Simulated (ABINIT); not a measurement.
Cd2S:

```
Cd S
1.0
     3.96267    0.00000    0.00000
    -1.98134    3.43177    0.00000
     0.00000    0.00000    5.80919
Cd S
2 1
Direct
  0.33333 0.66667 0.93272
  0.66667 0.33333 0.57873
  0.33333 0.66667 0.36571
```

The cell comes from a database or a generator and needn't be the stable form of this composition.

* Program: ABINIT 10.8.3 (patched build)
* Task: single point
* Functional: PBE
* Potentials or basis: JTH PAW PBE v2.0
* Cutoff: 599 eV
* k mesh: 8 × 8 × 5
* Occupations: fermi-dirac, width 0.05 eV
* Spin: no spin polarisation

On this cell: pressure -0.1 GPa; largest force 0.070 eV/Å; band gap on the k mesh 0.24 eV, indirect (least direct gap 0.57 eV).

The same run follows on a disturbed copy (atoms moved at random, drawn with an rms of 0.05 Å):

```
Cd S
1.0
     3.96267    0.00000    0.00000
    -1.98134    3.43177    0.00000
     0.00000    0.00000    5.80919
Cd S
2 1
Direct
  0.32600 0.65881 0.93410
  0.68459 0.35091 0.57211
  0.31890 0.65703 0.35867
```

Q: What changes?

A: The energy moves by +11.0 meV/atom; pressure 0.3 GPa; largest force 0.500 eV/Å; band gap on the k mesh 0.15 eV, indirect (least direct gap 0.47 eV).

Forces on the atoms (eV/Å):
```
Cd   0.015  0.006 -0.276
Cd  -0.350 -0.321  0.080
S    0.335  0.315  0.196
```

Stress tensor (GPa, compression positive):
```
 0.68  0.71 -0.61
 0.71 -0.80 -0.57
-0.61 -0.57  1.05
```

Caveats: an odd mesh through Γ misses points on the zone boundary, where band edges often lie.
